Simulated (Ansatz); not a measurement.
# C₂H₄F₂O₂Si: taking an electron away

The task here is to estimate one member of a computed series from the others.

Method: unrestricted cation, the program's frozen cores in correlated methods; program: Ansatz 0.2.0, Gaussian basis.

Plan: UKS PBE-D4/def2-TZVPP; UKS r2SCAN-D4/def2-TZVPP; UKS PBE0-D4/def2-TZVPP; UKS B3LYP-D4/def2-TZVPP; UKS wB97X-V/def2-TZVPP; UKS wB97M-V/def2-TZVPP; UKS B2PLYP/def2-TZVPP; UHF-CCSD(T)/def2-TZVPP; UHF-MP2/def2-QZVPP; extrapolation to the limit; then −ε(HOMO) from the neutral's earlier runs with LDA (SPW92), PBE-D4, revPBE-D4, BLYP-D4, r2SCAN-D4, B97M-V, PBE0-D4, B3LYP-D4, r2SCANh-D4, r2SCAN0-D4, HSE06-D4, BHLYP-D4, CAM-B3LYP-D4, LC-ωPBE, ωB97X-V, ωB97M-V.

**Structure used throughout**

An earlier PBE0-D4 in a triple-zeta def2 set relaxation fixed the geometry.

SMILES `CC(=O)O[SiH](F)F`, 11 atoms, charge 0, spin multiplicity 1.

Atoms are counted from 1 here; the program's logs count them from 0.

Bond lengths: C1–C2 1.490 Å, C1–H8 1.087 Å, C1–H9 1.092 Å, C1–H10 1.092 Å, C2–O3 1.200 Å, C2–O4 1.354 Å, O4–Si5 1.658 Å, Si5–F6 1.578 Å, Si5–F7 1.575 Å, Si5–H11 1.462 Å. Angles: C2–C1–H8 109.9°, C2–C1–H9 109.6°, C2–C1–H10 109.4°, H8–C1–H9 110.4°, H8–C1–H10 110.3°, H9–C1–H10 107.1°, C1–C2–O3 126.3°, C1–C2–O4 112.6°, O3–C2–O4 121.1°, C2–O4–Si5 118.1°, O4–Si5–F6 103.6°, O4–Si5–F7 110.2°, O4–Si5–H11 114.1°, F6–Si5–F7 107.4°, F6–Si5–H11 109.6°, F7–Si5–H11 111.5°.

Set-up of the first run:

in.yaml

```yaml
crystal:
  periodic: [false, false, false]
  atoms:
    - {symbol: C, position_ang: [0.795435, -0.770262, 1.638726]}
    - {symbol: C, position_ang: [0.551371, -0.390927, 0.218275]}
    - {symbol: O, position_ang: [1.233626, -0.687448, -0.723647]}
    - {symbol: O, position_ang: [-0.565661, 0.359422, 0.064979]}
    - {symbol: Si, position_ang: [-0.951557, 0.880971, -1.461122]}
    - {symbol: F, position_ang: [-2.211889, 1.801322, -1.230470]}
    - {symbol: F, position_ang: [-1.413406, -0.334108, -2.349629]}
    - {symbol: H, position_ang: [1.702730, -1.363749, 1.712754]}
    - {symbol: H, position_ang: [0.879309, 0.131123, 2.249019]}
    - {symbol: H, position_ang: [-0.059214, -1.335689, 2.015650]}
    - {symbol: H, position_ang: [0.104559, 1.652345, -2.114035]}
basis:
  gaussian: {orbitals: def2-TZVPP}
total_charge: 1
magnetization: {spin_polarized: true, initial_magnetization: 1}
hamiltonian: {xc: pbe, dispersion: d4}
```

The run is started by

```sh
ansatz run in.yaml --threads 2 --pin off --events-out ev --progress --plain --max-ram 32768MiB --backend cuda --devices 0, --max-vram 18GiB
```

Among the steps run: Cation, UKS PBE-D4/def2-TZVPP; Cation, UKS r2SCAN-D4/def2-TZVPP; Cation, UKS PBE0-D4/def2-TZVPP; Cation, UKS B3LYP-D4/def2-TZVPP; Cation, UKS wB97X-V/def2-TZVPP; Cation, UKS wB97M-V/def2-TZVPP; Cation, UKS B2PLYP (frozen core)/def2-TZVPP; Cation, UHF-CCSD(T)/def2-TZVPP; Cation, UHF-MP2/def2-QZVPP.

One of the session's tables, all rows but one given; the rest of the session is left out.

For comparison, −ε(HOMO) of the neutral from earlier runs:

```
  functional  −ε(HOMO) (eV)
 LDA (SPW92)           7.16
      PBE-D4           6.94
   revPBE-D4           6.86
     BLYP-D4           6.86
   r2SCAN-D4           7.30
      B97M-V           7.44
     PBE0-D4           8.66
    B3LYP-D4           8.40
  r2SCANh-D4           7.95
  r2SCAN0-D4           8.92
    HSE06-D4           8.25
    BHLYP-D4          10.33
CAM-B3LYP-D4          10.17
     LC-ωPBE          11.49
     ωB97X-V          11.15
     ωB97M-V              ?
```

Estimate the missing values for ωB97M-V.

The run gave: −ε(HOMO) (eV): 11.10. In the column «−ε(HOMO) (eV)» it lies between BHLYP-D4 (10.33) and ωB97X-V (11.15).
